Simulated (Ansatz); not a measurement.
# B2ClH3S: the cost of one run

Computed with Ansatz 0.2.0 through its Python package. Level of theory: PBE/def2-SVPD.

## 1. The system

Bond lengths: S1–B2 1.827 Å, B2–B3 1.645 Å, B3–Cl4 1.791 Å, S1–H5 1.446 Å, B2–H6 1.195 Å, B3–H7 1.243 Å. Angles: S1–B2–B3 118.9°, S1–B2–H6 120.3°, B3–B2–H6 120.8°, B2–S1–H5 93.3°, B2–B3–Cl4 124.7°, B2–B3–H7 118.3°, Cl4–B3–H7 117.0°.

No structure file is read: the coordinates are typed or built in the script.

## 2. The code

b2clh3s_field.py

```python
"""Response of B2ClH3S to a pair of distant point charges."""

from dataclasses import dataclass

import ansatz
from ase import Atoms
import numpy as np


@dataclass(frozen=True)
class Options:
    basis_set: str = "def2-SVPD"
    functional: str = "PBE"


opts = Options()

atoms = Atoms(["S", "B", "B", "Cl", "H", "H", "H"], positions=[
    (-1.8339, 0.5081, 0.2056),
    (-0.045, 0.4317, 0.5699),
    (0.8518, -0.7722, -0.1031),
    (0.2117, -2.0201, -1.2171),
    (-1.649, 1.3617, -0.9469),
    (0.4612, 1.2472, 1.2815),
    (2.0644, -0.8244, 0.1645),
])
geometry = ansatz.Crystal.molecule_from_ase(atoms)

calculation = geometry.calculation().basis(gaussian=opts.basis_set).functional(opts.functional).forces()
# charges +q and -q at -R and +R make a nearly even field 2 k q / R^2 at the centre
centre = np.mean([site.position_ang for site in geometry.cartesian_sites], axis=0)
field = 2 * 14.399645 * 4.0 / 30.0 ** 2


def dipole(axis, sign):
    arm = 30.0 * np.eye(3)[axis]
    pair = [{"charge": sign * 4.0, "position_ang": (centre - arm).tolist()}, {"charge": -sign * 4.0, "position_ang": (centre + arm).tolist()}]
    deck = calculation.input().set(ansatz.key.basis.gaussian.point_charges, pair)
    return np.array(ansatz.Session.from_dict(deck).plan().execute().report["charge_distribution"]["dipole_moment_e_ang"])


print(f"field {field:.4f} V/A")
alpha = np.array([(dipole(axis, 1) - dipole(axis, -1)) / (2 * field) * 14.399645 for axis in range(3)])
print("polarisability tensor (A^3)")
print(np.array2string(alpha, precision=3, suppress_small=True))
print(f"mean {np.trace(alpha) / 3:.3f} A^3 = {np.trace(alpha) / 3 / 0.14818471:.2f} bohr^3")
```

## 3. Running it

Launch:

```
$ python b2clh3s_field.py
```

What time and memory should one allow on 1 thread of Arm Neoverse V1, shared host?

About 25 s, with a peak of 0.22 GiB.
